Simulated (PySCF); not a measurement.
**C₂H₁₀O₃Si₄: NMR shifts in solvents**

Aim: compute the NMR shifts of C₂H₁₀O₃Si₄ (`C#C[SiH2]O[SiH](O[SiH3])O[SiH3]`), and see what a dielectric continuum does where one was used.

Computed with PySCF 2.14.0, with density-fitted response routines of our own, on a single molecule, in the gas phase or a continuum. Atoms are numbered from 0 throughout.

## 1. The starting structure

19 atoms, charge 0, multiplicity 1; geometry from: GFN2-xTB. The atoms were then displaced at random by about 0.01 Å, so the start is not that level's minimum.

Bonds of the start (Å): C0–C1 1.20, C1–Si2 1.86, Si2–O3 1.58, O3–Si4 1.64, Si4–O5 1.61, O5–Si6 1.63, Si4–O7 1.62, O7–Si8 1.64, C0–H9 1.06, Si2–H10 1.46, Si2–H11 1.47, Si4–H12 1.45, Si6–H13 1.45, Si6–H14 1.46, Si6–H15 1.47, Si8–H16 1.45, Si8–H17 1.45, Si8–H18 1.45.

## 2. Relaxing the molecule at PBE0-D3(BJ)/def2-SVP

The job: settings as JSON, then the geometry in Å.

```
{"job": {"xc": "PBE0", "basis": "def2-SVP", "d3": "d3bj", "grid": 1, "shake": 0.01, "kind": "geom"}, "charge": 0, "multiplicity": 1}
C      3.228260     1.521430     0.543270
C      2.730140     0.608640    -0.055970
Si     1.956420    -0.806770    -0.986650
O      0.659910    -0.300310    -1.736200
Si    -0.913980     0.133910    -1.561720
O     -1.759290    -1.080310    -0.930010
Si    -1.832140    -2.144680     0.296140
O     -0.990000     1.422890    -0.577570
Si    -1.004820     1.930460     0.986440
H      3.620910     2.360510     1.068380
H      2.815940    -1.218960    -2.087300
H      1.660620    -1.867520    -0.012890
H     -1.490120     0.490290    -2.846850
H     -1.081290    -3.319600    -0.084160
H     -1.314010    -1.567980     1.529740
H     -3.273550    -2.404810     0.395170
H     -2.226270     1.461560     1.613530
H      0.169570     1.419150     1.669030
H     -0.987020     3.369180     0.813530
```

On the command line:

```console
OMP_NUM_THREADS=1 python probes_run.py task.json out
```

The driver reads the jobs from task.json and runs them one after another.

The program printed:

```text
step   0  E = -1464.62161991  max force = 0.045540
step   1  E = -1464.63764455  max force = 0.007713
step   2  E = -1464.63793045  max force = 0.002523
step   3  E = -1464.63799295  max force = 0.000985
step   4  E = -1464.63805724  max force = 0.001935
step   5  E = -1464.63816996  max force = 0.003424
step   6  E = -1464.63827002  max force = 0.005582
step   7  E = -1464.63841140  max force = 0.003940
step   8  E = -1464.63853615  max force = 0.002374
step   9  E = -1464.63856129  max force = 0.003574
step  10  E = -1464.63867702  max force = 0.001824
step  11  E = -1464.63874344  max force = 0.001353
step  12  E = -1464.63880387  max force = 0.001148
step  13  E = -1464.63888590  max force = 0.001475
step  14  E = -1464.63891626  max force = 0.001221
step  15  E = -1464.63895078  max force = 0.000813
step  16  E = -1464.63898076  max force = 0.000862
step  17  E = -1464.63904152  max force = 0.001004
step  18  E = -1464.63908022  max force = 0.000930
step  19  E = -1464.63909402  max force = 0.000460
step  20  E = -1464.63910005  max force = 0.000227
optimisation converged
```

Run time: 7.3 min. Hardware: 1 thread of Arm Neoverse V2, shared host; peak memory 0.89 GiB.

The steps of the relaxation:

```tsv
step	energy from step 0 (eV)	largest force component (eV/Å)
0	0.0000	2.3418
1	-0.4361	0.3966
2	-0.4438	0.1297
3	-0.4455	0.0507
4	-0.4473	0.0995
5	-0.4503	0.1761
6	-0.4531	0.2870
7	-0.4569	0.2026
8	-0.4603	0.1221
9	-0.4610	0.1838
10	-0.4641	0.0938
11	-0.4660	0.0696
12	-0.4676	0.0590
13	-0.4698	0.0758
14	-0.4707	0.0628
15	-0.4716	0.0418
16	-0.4724	0.0443
17	-0.4741	0.0516
18	-0.4751	0.0478
19	-0.4755	0.0237
20	-0.4757	0.0117
```

Distances of close pairs at the start and the end, largest changes first:

```tsv
bond	before (Å)	after (Å)	change (Å)
Si2–O3	1.581	1.654	+0.073
Si6–H13	1.445	1.493	+0.048
Si8–H17	1.451	1.494	+0.043
Si8–H16	1.451	1.493	+0.042
Si8–H18	1.449	1.489	+0.040
Si6–H14	1.457	1.495	+0.038
Si4–O5	1.609	1.643	+0.035
O5–Si6	1.625	1.660	+0.034
```

The end geometry stands in the next job.

```tsv
at the end point	value
point group (found at 0.08 Å tolerance)	C1
rotational constants (GHz, main isotopes)	1.052, 0.613, 0.478
dipole moment (D)	1.42
```

## 3. Shielding tensors: PBE0/pcSseg-1 in acetone

The job: settings as JSON, then the geometry in Å.

```
{"job": {"kind": "nmr", "xc": "PBE0", "basis": "pcSseg-1", "solvent": "acetone", "pop": true}, "charge": 0, "multiplicity": 1}
C      2.929427     1.942099     0.213381
C      2.608675     0.887304    -0.302587
Si     2.097454    -0.701916    -1.067594
O      0.595950    -0.541861    -1.742553
Si    -0.919668     0.068070    -1.526621
O     -1.902413    -1.127662    -0.974045
Si    -2.157871    -2.213312     0.255192
O     -0.866764     1.295468    -0.439296
Si    -0.686732     1.743276     1.149334
H      3.215982     2.875769     0.664763
H      3.062809    -1.066455    -2.136110
H      2.071285    -1.746128    -0.005031
H     -1.438257     0.561222    -2.811415
H     -1.056040    -3.220411     0.293268
H     -2.202383    -1.494524     1.565556
H     -3.457971    -2.898617     0.017644
H     -2.035581     1.912111     1.766134
H      0.063990     0.695564     1.904660
H      0.048142     3.037105     1.213528
```

Method: GIAO PBE0/pcSseg-1 NMR shielding, non-relativistic, IEF-PCM acetone.

The program printed:

```text
coarse grid: 18128 points
cycle   1  E = -1464.8171599258  dE =  8.243e-01  |g| = 1.219e+00  |ddm| = 4.151e+00
cycle   2  E = -1464.4547771325  dE =  3.624e-01  |g| = 1.845e+00  |ddm| = 2.091e+00
cycle   3  E = -1465.0727628137  dE = -6.180e-01  |g| = 1.195e-01  |ddm| = 1.429e+00
cycle   4  E = -1465.0754975389  dE = -2.735e-03  |g| = 4.727e-02  |ddm| = 1.444e-01
cycle   5  E = -1465.0759029238  dE = -4.054e-04  |g| = 2.694e-02  |ddm| = 5.113e-02
cycle   6  E = -1465.0760785713  dE = -1.756e-04  |g| = 4.479e-03  |ddm| = 1.869e-02
cycle   7  E = -1465.0760835793  dE = -5.008e-06  |g| = 8.991e-04  |ddm| = 4.431e-03
final grid: 157464 points
cycle   8  E = -1465.1580587905  dE = -1.271e-05  |g| = 1.113e-02  |ddm| = 2.484e-02
cycle   9  E = -1465.1580331359  dE =  2.565e-05  |g| = 1.650e-02  |ddm| = 1.705e-02
cycle  10  E = -1465.1580795941  dE = -4.646e-05  |g| = 6.939e-04  |ddm| = 1.029e-02
cycle  11  E = -1465.1580796899  dE = -9.572e-08  |g| = 2.235e-04  |ddm| = 6.984e-04
cycle  12  E = -1465.1580796983  dE = -8.401e-09  |g| = 1.199e-04  |ddm| = 2.140e-04
cycle  13  E = -1465.1580797016  dE = -3.297e-09  |g| = 2.516e-05  |ddm| = 8.975e-05
cycle  14  E = -1465.1580797017  dE = -1.191e-10  |g| = 1.190e-05  |ddm| = 2.412e-05
converged SCF energy = -1465.1580797017

GIAO shielding tensors (ppm)
atom      isotropic    diamagn.    paramagn.     s11        s22        s33       span
  0 C       75.613     261.952    -186.339     -9.851     -3.109    239.800    249.651
  1 C       96.650     262.801    -166.150     -2.906      7.107    285.750    288.656
  2 Si     405.251     880.785    -475.534    359.966    396.326    459.461     99.495
  3 O      262.472     403.851    -141.379    235.599    260.087    291.732     56.133
  4 Si     425.368     881.875    -456.507    417.490    421.417    437.196     19.706
  5 O      276.396     402.280    -125.884    244.226    286.130    298.831     54.605
  6 Si     390.833     879.712    -488.880    349.370    360.107    463.020    113.650
  7 O      281.979     404.280    -122.300    256.371    287.071    302.496     46.125
  8 Si     388.978     881.739    -492.761    350.144    365.317    451.473    101.329
  9 H       28.151      32.556      -4.405     22.866     24.058     37.528     14.662
 10 H       26.258      26.744      -0.486     22.635     24.380     31.758      9.123
 11 H       26.033      31.167      -5.134     22.852     24.822     30.425      7.573
 12 H       26.993      28.177      -1.184     23.312     23.836     33.831     10.518
 13 H       26.098      30.341      -4.242     22.593     25.110     30.592      7.999
 14 H       25.996      31.390      -5.394     22.294     25.663     30.032      7.738
 15 H       26.267      27.639      -1.373     22.851     24.210     31.740      8.889
 16 H       26.130      30.241      -4.112     22.803     24.350     31.236      8.432
 17 H       25.944      34.358      -8.414     23.658     24.728     29.448      5.790
 18 H       26.225      31.547      -5.322     22.955     24.936     30.784      7.829
```

Run time: 46 s. Hardware: 1 thread of Arm Neoverse V2, shared host; peak memory 1.1 GiB.

Shifts follow as δ = σ(reference) − σ, with reference shieldings (ppm) from runs at the same level and on the same kind of geometry: ¹H TMS 31.24, ¹³C TMS 185.4, ²⁹Si TMS 351.8, ¹⁷O H2O 342.8. The references are single molecules in the same continuum, so shifts against H2O, NH3, PH3, H3PO4 or CFCl3 are not on the usual liquid scales and can be off by tens of ppm. Atoms listed in one row are averaged.

```tsv
atoms	environment	σ (ppm)	δ (ppm)
C0	terminal alkyne carbon	75.6	109.8
C1	alkyne carbon	96.7	88.8
H13, H14, H15, H16, H17, H18	hydrogen on a silicon bonded to O	26.11	5.13
H10, H11	hydrogen on a silicon bonded to C, O	26.15	5.10
H12	hydrogen on a silicon bonded to 3 O	26.99	4.25
H9	hydrogen on a terminal alkyne carbon	28.15	3.09
Si6, Si8	silicon bonded to O, 3 H	389.9	-38.1
Si2	silicon bonded to C, O, 2 H	405.3	-53.5
Si4	silicon bonded to 3 O, H	425.4	-73.6
O3	oxygen bonded to 2 Si	262.5	80.3
O5, O7	oxygen bonded to 2 Si	279.2	63.6
```

Charges from the same density, by scheme (e):

```tsv
atoms	Mulliken	IAO	Hirshfeld	ESP fit
C0	-0.18	-0.17	-0.06	-0.31
C1	-0.25	-0.37	-0.16	-0.23
Si2	0.87	1.01	0.42	0.67
O3	-0.76	-0.88	-0.31	-0.51
Si4	1.31	1.46	0.52	0.87
O5, O7	-0.77	-0.88	-0.31	-0.50
Si6, Si8	0.70	0.85	0.39	0.55
```

Mayer bond orders: C0–C1 2.52, C1–Si2 0.91, Si2–O3 0.93, O3–Si4 0.91, Si4–O5 0.94, O5–Si6 0.89, Si4–O7 0.93, O7–Si8 0.87.

## 4. Shielding tensors: PBE0/pcSseg-1 in acetonitrile

Same as in step 3 but for these lines:

```diff
@@ -1,2 +1,2 @@
-{"job": {"kind": "nmr", "xc": "PBE0", "basis": "pcSseg-1", "solvent": "acetone", "pop": true}, "charge": 0, "multiplicity": 1}
+{"job": {"kind": "nmr", "xc": "PBE0", "basis": "pcSseg-1", "solvent": "acetonitrile", "pop": false}, "charge": 0, "multiplicity": 1}
 C      2.929427     1.942099     0.213381
```

Method: GIAO PBE0/pcSseg-1 NMR shielding, non-relativistic, IEF-PCM acetonitrile.

The program printed:

```text
coarse grid: 18128 points
cycle   1  E = -1464.8175583717  dE =  8.239e-01  |g| = 1.219e+00  |ddm| = 4.151e+00
cycle   2  E = -1464.4564544784  dE =  3.611e-01  |g| = 1.843e+00  |ddm| = 2.086e+00
cycle   3  E = -1465.0730095719  dE = -6.166e-01  |g| = 1.190e-01  |ddm| = 1.425e+00
cycle   4  E = -1465.0757274207  dE = -2.718e-03  |g| = 4.658e-02  |ddm| = 1.434e-01
cycle   5  E = -1465.0761257461  dE = -3.983e-04  |g| = 2.618e-02  |ddm| = 5.043e-02
cycle   6  E = -1465.0762911688  dE = -1.654e-04  |g| = 4.513e-03  |ddm| = 1.824e-02
cycle   7  E = -1465.0762962510  dE = -5.082e-06  |g| = 8.887e-04  |ddm| = 4.411e-03
final grid: 157464 points
cycle   8  E = -1465.1582708171  dE = -1.272e-05  |g| = 1.113e-02  |ddm| = 2.487e-02
cycle   9  E = -1465.1582452271  dE =  2.559e-05  |g| = 1.649e-02  |ddm| = 1.702e-02
cycle  10  E = -1465.1582916022  dE = -4.638e-05  |g| = 6.919e-04  |ddm| = 1.027e-02
cycle  11  E = -1465.1582916972  dE = -9.502e-08  |g| = 2.244e-04  |ddm| = 6.951e-04
cycle  12  E = -1465.1582917057  dE = -8.507e-09  |g| = 1.205e-04  |ddm| = 2.150e-04
cycle  13  E = -1465.1582917091  dE = -3.347e-09  |g| = 2.481e-05  |ddm| = 8.997e-05
cycle  14  E = -1465.1582917092  dE = -1.164e-10  |g| = 1.172e-05  |ddm| = 2.402e-05
converged SCF energy = -1465.1582917092

GIAO shielding tensors (ppm)
atom      isotropic    diamagn.    paramagn.     s11        s22        s33       span
  0 C       75.490     261.912    -186.422    -10.038     -3.300    239.807    249.845
  1 C       96.684     262.810    -166.126     -2.857      7.160    285.751    288.608
  2 Si     405.216     880.786    -475.570    359.886    396.337    459.423     99.537
  3 O      262.495     403.853    -141.358    235.587    260.132    291.765     56.178
  4 Si     425.358     881.878    -456.520    417.485    421.427    437.161     19.675
  5 O      276.394     402.285    -125.891    244.271    286.092    298.819     54.548
  6 Si     390.762     879.710    -488.947    349.342    360.017    462.928    113.585
  7 O      281.978     404.289    -122.311    256.405    287.066    302.463     46.058
  8 Si     388.916     881.738    -492.821    350.104    365.216    451.429    101.325
  9 H       28.131      32.541      -4.409     22.843     24.034     37.516     14.673
 10 H       26.257      26.744      -0.486     22.634     24.381     31.757      9.123
 11 H       26.030      31.161      -5.131     22.849     24.819     30.423      7.574
 12 H       26.992      28.175      -1.183     23.311     23.836     33.830     10.518
 13 H       26.098      30.339      -4.241     22.592     25.110     30.592      8.000
 14 H       25.994      31.385      -5.391     22.292     25.662     30.030      7.738
 15 H       26.267      27.639      -1.372     22.851     24.211     31.740      8.889
 16 H       26.130      30.241      -4.111     22.803     24.351     31.236      8.433
 17 H       25.942      34.353      -8.411     23.655     24.726     29.445      5.790
 18 H       26.223      31.540      -5.318     22.952     24.933     30.783      7.830
```

It took 42 s on 1 thread of Arm Neoverse V2, shared host; peak memory 1.3 GiB.

This run: δ C0 110.0, C1 88.8, Si6 -38.1, Si2 -53.4, H13 5.13, H10 5.10 ppm (means over like atoms).

## 5. Run by run: NMR shifts

Shifts (ppm) of some atoms, chosen among heavy atoms and hydrogens apart, means over like atoms, with basis size and wall time:

```tsv
run	C0	H10	H9	Si6	Si2	O3	O5	functions	time
PBE0/pcSseg-1 in acetone	109.8	5.10	3.09	-38.1	-53.5	80.3	63.6	231	46 s
PBE0/pcSseg-1 in acetonitrile	110.0	5.10	3.11	-38.1	-53.4	80.5	63.8	231	42 s
```

The continuum's effect on the ground state:

```tsv
solvent	ε	polarisation energy (Eh)	μ (D)
acetone	20.49	-0.0058	1.98
acetonitrile	35.69	-0.0060	2.01
```

## 6. What came out

| quantity | value |
| --- | --- |
| point group | C1 |
| rotational constants (main isotopes) | 1.05, 0.61, 0.48 GHz |
| ¹³C shifts against TMS (PBE0/pcSseg-1, acetone) | 109.8, 88.8 ppm |
| ¹H shifts against TMS (PBE0/pcSseg-1, acetone, means over atoms taken as alike) | 5.13, 5.10, 4.25, 3.09 ppm |
| ²⁹Si shifts against TMS (PBE0/pcSseg-1, acetone, means over atoms taken as alike) | -38.1, -53.5, -73.6 ppm |
| ¹⁷O shifts against H2O (PBE0/pcSseg-1, acetone, means over atoms taken as alike) | 80.3, 63.6 ppm |
| range of the shift of O5 | 63.6 to 63.8 ppm |

In words: The optimisation took 20 steps and gained 0.476 eV; among the close pairs (by a distance rule), Si2–O3 changed most, from 1.581 to 1.654 Å. At PBE0/pcSseg-1: The widest tensor belongs to C1: span 289 ppm, with a paramagnetic part of -166 ppm. In ppm, O5 (with its like atoms) moves most: its shift spreads over 0.2 ppm, from 63.6 (PBE0/pcSseg-1 in acetone) to 63.8 (PBE0/pcSseg-1 in acetonitrile). Most of that comes from the computed reference, not from the atom's own shielding. The continuum holds electrostatics alone: no hydrogen bonds to the solvent, and the gas-phase geometry is kept.
